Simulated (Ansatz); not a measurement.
**Ti3Al: an axial (c/a) deformation path**

The task here is to estimate one member of a computed series from the others.

Program: Ansatz 0.2.0. Level of theory: DFT PBEsol, scalar-relativistic, plane waves, PAW. These are calculated values, not measurements.

## Starting point

It takes space group P-6m2 (No. 187, hexagonal). The conventional cell has a = 2.896 Å, b = 2.896 Å, c = 9.139 Å, α = 90.00°, β = 90.00°, γ = 120.00°. Ti (site symmetry -6m2) has 12 Ti at 2.82 to 2.90 Å in its first shell of neighbours. Around Ti (site symmetry 3m) lie 9 Ti at 2.82 to 2.90 Å and 3 Al at 2.84 Å. Around Al (site symmetry -6m2) lie 6 Ti at 2.84 Å and 6 Al at 2.90 Å.

Structure file:

```cif
data_structure
_symmetry_space_group_name_H-M 'P-6m2'
_symmetry_Int_Tables_number 187
_cell_length_a 2.8958
_cell_length_b 2.8958
_cell_length_c 9.1394
_cell_angle_alpha 90.000
_cell_angle_beta 90.000
_cell_angle_gamma 120.000
_cell_volume 66.37
loop_
_atom_site_label
_atom_site_type_symbol
_atom_site_symmetry_multiplicity
_atom_site_Wyckoff_symbol
_atom_site_fract_x
_atom_site_fract_y
_atom_site_fract_z
_atom_site_occupancy
Ti1 Ti 1 e 0.66667 0.33333 0.00000 1
Ti2 Ti 2 h 0.33333 0.66667 0.75118 1
Al1 Al 1 f 0.66667 0.33333 0.50000 1
```

It goes back to an entry of the Materials Project, which need not be the stable form.

This cell was relaxed beforehand with the same method: volume 16.59 Å³/atom, gap on the mesh none (metal).

The first run:

input.yaml

```yaml
crystal:
  lattice:
    - [2.8957824532, 0.0, 0.0]
    - [-1.4478912266, 2.5078211683, 0.0]
    - [0.0, 0.0, 9.1393541757]
  atoms:
    - { symbol: Ti, position: [0.6666666667, 0.3333333333, 0.0] }
    - { symbol: Ti, position: [0.3333333333, 0.6666666667, 0.7511761438] }
    - { symbol: Ti, position: [0.3333333333, 0.6666666667, 0.2488238562] }
    - { symbol: Al, position: [0.6666666667, 0.3333333333, 0.5] }
basis:
  ecutwfc: 420
kpoints:
  mp_grid: { grid: [24, 24, 6] }
hamiltonian:
  xc: pbesol
scf:
  occupations: { method: gaussian, width: 0.15 }
output:
  forces: true
  stress: true
  eigenvalues: true
  write_density: true
  write_potential: true
  elf: true
  volumetric_format: npy
```

The run is started by

```bash
> ansatz run input.yaml --threads 1 --pin off --max-ram 2560MiB --backend cpu --events-out ev --progress --plain --runs-dir out
```

Among the steps run: The reference: the undisturbed cell on the scan's mesh; At ρ = 0.850; Point ρ = 1.200; At ρ = 0.920; ρ = 1.100; Point ρ = 0.960; Point ρ = 1.050; At ρ = 0.800; At ρ = 1.300.

One table of the session follows, with a row left open; its other results are not shown here.

| ρ | ΔE (meV/atom) | pressure (GPa) |
| --- | --- | --- |
| 0.800 | 232.4 | 3.3 |
| 0.850 | 136.8 | 2.2 |
| 0.920 | 39.8 | 1.0 |
| 0.960 | 9.6 | 0.4 |
| 1.000 | 0.0 | 0.0 |
| 1.050 | 12.5 | -0.3 |
| 1.100 | ? | ? |
| 1.200 | 145.0 | -0.1 |
| 1.300 | 274.3 | 1.2 |

**Question.** Estimate the row for ρ = 1.100.

Worked estimate for «ΔE (meV/atom)». A straight line through the neighbours (1.050, 12.5) and (1.200, 145.0) gives 12.5 + (145.0 − 12.5) × (1.100 − 1.050) / (1.200 − 1.050) = 56.7; a parabola fitted to 4 rows on both sides gives 48.8.

The run gave: ΔE (meV/atom): 45.1; pressure (GPa): -0.3. In «ΔE (meV/atom)» the line misses by +11.6 and the parabola by +3.7.
